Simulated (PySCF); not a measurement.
# C8H7NSe: the cost of one run

Computed with PySCF 2.14.0, with density-fitted response routines of our own, on a single molecule, in the gas phase or a continuum. Atoms count from 0, in the outputs and in this text.

**1. The molecule as given**

17 atoms, charge 0, multiplicity 1; geometry from: GFN2-xTB. The atoms were then displaced at random by about 0.01 Å, so the start is not that level's minimum.

Bonds of the start (Å): C0–C1 1.48, C1–C2 1.38, C2–C3 1.43, C3–C4 1.37, C4–Se5 1.94, Se5–C6 1.83, C6–N7 1.14, C4–C8 1.38, C8–C9 1.39, C9–C1 1.39, C0–H10 1.07, C0–H11 1.10, C0–H12 1.14, C2–H13 1.08, C3–H14 1.06, C8–H15 1.09, C9–H16 1.09.

**2. Relaxing the molecule at PBE0-D3(BJ)/def2-SVP**

Job settings and geometry (Å):

```
{"job": {"xc": "PBE0", "basis": "def2-SVP", "d3": "d3bj", "grid": 1, "shake": 0.01, "kind": "geom"}, "charge": 0, "multiplicity": 1}
C     -2.718060    -0.613630    -0.018480
C     -1.314120    -0.153830    -0.086300
C     -0.321400    -0.968800     0.409860
C      1.057310    -0.574790     0.381210
C      1.348860     0.647390    -0.171610
Se     3.169650     1.298720    -0.262070
C      4.008200    -0.129090     0.508380
N      4.567840    -1.003930     0.984980
C      0.362110     1.490910    -0.648730
C     -0.959480     1.077780    -0.617100
H     -2.844900    -1.624870    -0.338910
H     -3.098020    -0.524900     1.009150
H     -3.395750     0.049580    -0.658320
H     -0.573120    -1.923350     0.850760
H      1.788400    -1.236510     0.778680
H      0.626830     2.458950    -1.085700
H     -1.720860     1.742190    -1.025620
```

Launch:

```
$ OMP_NUM_THREADS=1 python probes_run.py task.json out
```

This one command runs all jobs of the session in turn.

Q: Estimate the wall time and peak memory of this first job on 1 thread of AMD EPYC 7R43, shared host.

About 2.6 min, with a peak of 0.89 GiB.
